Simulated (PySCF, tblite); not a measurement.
# C6H6F2O: a rotation path, then NMR shifts on frames, part 2 of 2

tblite 0.8.0 and PySCF 2.14.0. Atoms count from 0. Earlier steps stand in the parts before.

## (5) Shielding tensors: image 5, PBE0/pcSseg-1

The job: settings as JSON, then the geometry in Å.

```
{"job": {"kind": "nmr", "xc": "PBE0", "basis": "pcSseg-1", "pop": false}, "charge": 0, "multiplicity": 1}
O      0.142600    -0.132800     2.428800
C      0.457600    -0.058500     1.268800
C      1.656300     0.546900     0.688400
C      1.624800     0.470500    -0.641700
C      0.390700    -0.186000    -1.162800
C     -0.394000    -0.577300     0.095900
C     -1.815800    -0.004700     0.201000
F     -2.253800     0.505400    -0.977400
F     -2.701700    -0.971300     0.527900
H      2.417800     0.997800     1.298600
H      2.381300     0.835700    -1.315800
H      0.635400    -1.052600    -1.780100
H     -0.166600     0.507200    -1.796000
H     -0.481400    -1.663900     0.185600
H     -1.897600     0.791400     0.956900
```

Method: GIAO PBE0/pcSseg-1 NMR shielding, non-relativistic, gas phase.

What it wrote:

```text
coarse grid: 13496 points
cycle   1  E = -506.2889110627  dE =  1.565e+00  |g| = 9.951e-01  |ddm| = 3.545e+00
cycle   2  E = -505.7988141419  dE =  4.901e-01  |g| = 1.892e+00  |ddm| = 2.896e+00
cycle   3  E = -506.4566871187  dE = -6.579e-01  |g| = 2.836e-01  |ddm| = 2.299e+00
cycle   4  E = -506.4722174701  dE = -1.553e-02  |g| = 8.714e-02  |ddm| = 2.970e-01
cycle   5  E = -506.4734547173  dE = -1.237e-03  |g| = 2.415e-02  |ddm| = 7.986e-02
cycle   6  E = -506.4735714891  dE = -1.168e-04  |g| = 7.114e-03  |ddm| = 2.510e-02
cycle   7  E = -506.4735819958  dE = -1.051e-05  |g| = 2.533e-03  |ddm| = 7.861e-03
cycle   8  E = -506.4735832582  dE = -1.262e-06  |g| = 7.968e-04  |ddm| = 2.266e-03
final grid: 133896 points
cycle   9  E = -506.5501992819  dE = -2.971e-05  |g| = 1.285e-02  |ddm| = 3.389e-02
cycle  10  E = -506.5501021202  dE =  9.716e-05  |g| = 2.586e-02  |ddm| = 3.280e-02
cycle  11  E = -506.5502321290  dE = -1.300e-04  |g| = 2.104e-03  |ddm| = 2.389e-02
cycle  12  E = -506.5502330239  dE = -8.950e-07  |g| = 3.522e-04  |ddm| = 1.800e-03
cycle  13  E = -506.5502330390  dE = -1.511e-08  |g| = 1.645e-04  |ddm| = 3.593e-04
cycle  14  E = -506.5502330430  dE = -3.967e-09  |g| = 2.380e-05  |ddm| = 1.106e-04
cycle  15  E = -506.5502330431  dE = -1.132e-10  |g| = 8.341e-06  |ddm| = 3.240e-05
converged SCF energy = -506.5502330431

GIAO shielding tensors (ppm)
atom      isotropic    diamagn.    paramagn.     s11        s22        s33       span
  0 O     -289.753     398.612    -688.365   -861.751   -364.078    356.569   1218.321
  1 C      -23.979     247.281    -271.260   -102.799    -29.320     60.181    162.980
  2 C       47.246     255.428    -208.182    -49.723     51.569    139.892    189.615
  3 C       11.183     256.428    -245.245   -120.904      1.422    153.030    273.935
  4 C      152.494     247.083     -94.589    141.843    145.147    170.492     28.650
  5 C      132.871     253.567    -120.697    120.643    127.202    150.767     30.124
  6 C       64.302     238.890    -174.588     45.206     66.535     81.165     35.960
  7 F      302.166     472.508    -170.342    200.244    326.443    379.811    179.567
  8 F      287.953     470.039    -182.086    186.834    321.845    355.179    168.345
  9 H       25.418      30.719      -5.301     24.233     24.672     27.349      3.116
 10 H       23.669      30.164      -6.495     20.524     24.093     26.390      5.865
 11 H       28.750      29.467      -0.718     24.200     27.262     34.787     10.587
 12 H       28.515      29.800      -1.285     23.391     29.224     32.929      9.538
 13 H       28.844      31.040      -2.197     25.385     28.230     32.916      7.530
 14 H       25.661      27.998      -2.338     24.158     24.853     27.971      3.813
```

Run time: 65 s. Hardware: 1 thread of Intel Xeon at 2.50GHz, shared host; peak memory 0.82 GiB.

Key values: δ C1 210.9, C3 175.7, C2 139.7, C6 122.6, H10 8.05, H9 6.30 ppm.

## (6) NMR shieldings: image 6, PBE0/pcSseg-1

The job: settings as JSON, then the geometry in Å.

```
{"job": {"kind": "nmr", "xc": "PBE0", "basis": "pcSseg-1", "pop": false}, "charge": 0, "multiplicity": 1}
O      0.134900    -0.196600     2.426100
C      0.450700    -0.093900     1.269200
C      1.652900     0.525100     0.707500
C      1.626600     0.484300    -0.624100
C      0.391400    -0.152900    -1.166300
C     -0.395700    -0.580800     0.078900
C     -1.810400     0.001500     0.188400
F     -2.333400     0.291500    -1.030800
F     -2.654500    -0.893100     0.743300
H      2.414800     0.954700     1.332400
H      2.389100     0.860900    -1.285200
H      0.635700    -1.002400    -1.807200
H     -0.165200     0.557500    -1.781200
H     -0.490300    -1.668900     0.134700
H     -1.850900     0.920900     0.792500
```

Method: GIAO PBE0/pcSseg-1 NMR shielding, non-relativistic, gas phase.

What it wrote:

```text
coarse grid: 13496 points
cycle   1  E = -506.2877883541  dE =  1.567e+00  |g| = 9.961e-01  |ddm| = 3.544e+00
cycle   2  E = -505.7960476571  dE =  4.917e-01  |g| = 1.895e+00  |ddm| = 2.913e+00
cycle   3  E = -506.4564925093  dE = -6.604e-01  |g| = 2.820e-01  |ddm| = 2.308e+00
cycle   4  E = -506.4718486397  dE = -1.536e-02  |g| = 8.759e-02  |ddm| = 2.947e-01
cycle   5  E = -506.4731022532  dE = -1.254e-03  |g| = 2.410e-02  |ddm| = 8.059e-02
cycle   6  E = -506.4732181452  dE = -1.159e-04  |g| = 7.032e-03  |ddm| = 2.513e-02
cycle   7  E = -506.4732283143  dE = -1.017e-05  |g| = 2.492e-03  |ddm| = 7.766e-03
cycle   8  E = -506.4732295288  dE = -1.215e-06  |g| = 8.029e-04  |ddm| = 2.241e-03
final grid: 133896 points
cycle   9  E = -506.5507864202  dE = -3.395e-05  |g| = 1.303e-02  |ddm| = 3.438e-02
cycle  10  E = -506.5506880008  dE =  9.842e-05  |g| = 2.611e-02  |ddm| = 3.280e-02
cycle  11  E = -506.5508198271  dE = -1.318e-04  |g| = 2.180e-03  |ddm| = 2.399e-02
cycle  12  E = -506.5508207646  dE = -9.375e-07  |g| = 3.644e-04  |ddm| = 1.855e-03
cycle  13  E = -506.5508207805  dE = -1.589e-08  |g| = 1.630e-04  |ddm| = 3.666e-04
cycle  14  E = -506.5508207846  dE = -4.102e-09  |g| = 2.443e-05  |ddm| = 1.143e-04
cycle  15  E = -506.5508207847  dE = -1.157e-10  |g| = 8.641e-06  |ddm| = 3.265e-05
converged SCF energy = -506.5508207847

GIAO shielding tensors (ppm)
atom      isotropic    diamagn.    paramagn.     s11        s22        s33       span
  0 O     -294.404     398.452    -692.856   -873.775   -366.909    357.471   1231.246
  1 C      -22.990     247.062    -270.052   -101.655    -27.812     60.497    162.153
  2 C       46.763     255.508    -208.745    -50.611     51.608    139.290    189.901
  3 C       11.958     256.394    -244.437   -120.183      2.541    153.516    273.700
  4 C      152.144     247.186     -95.043    140.585    145.299    170.547     29.962
  5 C      133.203     253.534    -120.331    123.273    125.657    150.678     27.404
  6 C       64.784     239.519    -174.735     43.631     67.415     83.305     39.674
  7 F      301.539     472.407    -170.868    193.313    332.350    378.955    185.641
  8 F      291.264     470.093    -178.829    197.035    321.950    354.808    157.773
  9 H       25.412      30.717      -5.305     24.193     24.682     27.360      3.166
 10 H       23.693      30.165      -6.472     20.569     24.122     26.386      5.817
 11 H       28.718      29.508      -0.790     24.177     27.318     34.658     10.481
 12 H       28.654      29.875      -1.220     23.601     29.337     33.025      9.423
 13 H       28.827      30.996      -2.169     25.350     28.436     32.694      7.344
 14 H       25.765      28.140      -2.375     24.398     24.944     27.952      3.554
```

Wall time 57 s (1 thread of Intel Xeon at 2.50GHz, shared host); peak memory 0.82 GiB.

Key values: δ C1 209.9, C3 175.0, C2 140.2, C6 122.1, H10 8.02, H9 6.31 ppm.

## (7) Shielding tensors: image 8, PBE0/pcSseg-1

The job: settings as JSON, then the geometry in Å.

```
{"job": {"kind": "nmr", "xc": "PBE0", "basis": "pcSseg-1", "pop": false}, "charge": 0, "multiplicity": 1}
O      0.167100    -0.396500     2.426100
C      0.451500    -0.192200     1.276400
C      1.638800     0.485800     0.746000
C      1.604000     0.538000    -0.584400
C      0.386700    -0.103400    -1.162300
C     -0.399700    -0.599000     0.057800
C     -1.789600     0.025900     0.148000
F     -2.458400    -0.138200    -1.025800
F     -2.540900    -0.575800     1.088500
H      2.406000     0.871100     1.392400
H      2.351500     0.980400    -1.221100
H      0.661700    -0.921400    -1.830700
H     -0.187100     0.612200    -1.755800
H     -0.529900    -1.684800     0.058700
H     -1.766100     1.105800     0.364200
```

Method: GIAO PBE0/pcSseg-1 NMR shielding, non-relativistic, gas phase.

What it wrote:

```text
coarse grid: 13496 points
cycle   1  E = -506.2863223305  dE =  1.573e+00  |g| = 1.001e+00  |ddm| = 3.546e+00
cycle   2  E = -505.7800635072  dE =  5.063e-01  |g| = 1.917e+00  |ddm| = 2.952e+00
cycle   3  E = -506.4580434678  dE = -6.780e-01  |g| = 2.806e-01  |ddm| = 2.337e+00
cycle   4  E = -506.4732164961  dE = -1.517e-02  |g| = 8.970e-02  |ddm| = 2.936e-01
cycle   5  E = -506.4745432280  dE = -1.327e-03  |g| = 2.422e-02  |ddm| = 8.296e-02
cycle   6  E = -506.4746596060  dE = -1.164e-04  |g| = 7.006e-03  |ddm| = 2.499e-02
cycle   7  E = -506.4746695441  dE = -9.938e-06  |g| = 2.451e-03  |ddm| = 7.681e-03
final grid: 133896 points
cycle   8  E = -506.5524798593  dE = -2.933e-05  |g| = 1.406e-02  |ddm| = 3.390e-02
cycle   9  E = -506.5523637932  dE =  1.161e-04  |g| = 2.862e-02  |ddm| = 3.458e-02
cycle  10  E = -506.5525175099  dE = -1.537e-04  |g| = 1.883e-03  |ddm| = 2.513e-02
cycle  11  E = -506.5525182472  dE = -7.373e-07  |g| = 4.365e-04  |ddm| = 1.834e-03
cycle  12  E = -506.5525182765  dE = -2.938e-08  |g| = 2.043e-04  |ddm| = 4.782e-04
cycle  13  E = -506.5525182861  dE = -9.602e-09  |g| = 5.036e-05  |ddm| = 2.005e-04
cycle  14  E = -506.5525182867  dE = -5.493e-10  |g| = 1.603e-05  |ddm| = 5.550e-05
converged SCF energy = -506.5525182867

GIAO shielding tensors (ppm)
atom      isotropic    diamagn.    paramagn.     s11        s22        s33       span
  0 O     -308.547     398.160    -706.707   -908.405   -375.521    358.284   1266.689
  1 C      -19.421     246.865    -266.286    -98.674    -20.075     60.486    159.160
  2 C       45.215     255.420    -210.206    -53.009     49.996    138.657    191.666
  3 C       13.669     256.107    -242.439   -118.334      4.896    154.444    272.778
  4 C      152.213     247.549     -95.336    140.596    145.412    170.632     30.036
  5 C      134.719     253.432    -118.713    121.721    132.210    150.226     28.505
  6 C       65.159     240.596    -175.438     42.572     69.296     83.608     41.037
  7 F      300.657     472.377    -171.720    187.550    342.652    371.771    184.221
  8 F      300.986     470.348    -169.362    212.786    326.185    363.986    151.200
  9 H       25.378      30.704      -5.327     24.060     24.722     27.350      3.289
 10 H       23.731      30.158      -6.426     20.658     24.136     26.400      5.742
 11 H       28.712      29.480      -0.768     24.154     27.289     34.694     10.540
 12 H       28.964      30.019      -1.054     24.085     29.393     33.415      9.331
 13 H       28.906      30.858      -1.952     25.728     28.386     32.604      6.876
 14 H       25.985      28.459      -2.474     24.609     25.227     28.120      3.511
```

Wall time 48 s (1 thread of Intel Xeon at 2.50GHz, shared host); peak memory 0.85 GiB.

Key values: δ C1 206.3, C3 173.3, C2 141.7, C6 121.8, H10 7.99, H9 6.34 ppm.

## (8) Run by run: NMR shifts

Shifts (ppm) of some atoms, chosen among heavy atoms and hydrogens apart, with basis size and wall time:

```csv
frame,C1,C3,H14,H12,O0,F8,F7,functions,time
image 0,207.8,176.4,6.49,3.20,619.1,-137.9,-146.8,183,70 s
image 2,209.6,176.8,6.37,3.34,619.0,-127.6,-140.4,183,61 s
image 5,210.9,175.7,6.06,3.20,625.8,-117.0,-131.2,183,65 s
image 6,209.9,175.0,5.95,3.06,630.5,-120.3,-130.6,183,57 s
image 8,206.3,173.3,5.73,2.75,644.6,-130.0,-129.7,183,48 s
```

## (9) Summary of results

What follows sums up all 2 parts.

| quantity | value |
| --- | --- |
| barrier | 0.132 eV (3.1 kcal/mol) at image 5 |
| end to end (GFN2-xTB) | 0.106 eV |
| ¹³C shifts against TMS (PBE0/pcSseg-1, image 0) | 207.8, 176.4, 141.2, 122.6, 53.1, 32.4 ppm |
| ¹H shifts against TMS (PBE0/pcSseg-1, image 0) | 8.14, 6.49, 6.38, 3.20, 2.80, 2.68 ppm |
| ¹⁷O shifts against H2O (PBE0/pcSseg-1, image 0) | 619.1 ppm |
| ¹⁹F shifts against CFCl3 (PBE0/pcSseg-1, image 0) | -137.9, -146.8 ppm |
| range of the shift of O0 | 619.0 to 644.6 ppm |

**Reading.** Along the band the dihedral turns by 100°, and the top (dihedral -110°) lies 3.1 kcal/mol above the start (GFN2-xTB, rough), so at room temperature this motion is fast. The top was not checked by a frequency run. Shifts at one fixed geometry are not the observed spectrum, which averages over the motion. In the first frame run (image 0): The widest tensor belongs to O0: span 1219 ppm, with a paramagnetic part of -682 ppm. In ppm, O0 moves most: its shift spreads over 25.6 ppm, from 619.0 (image 2) to 644.6 (image 8).
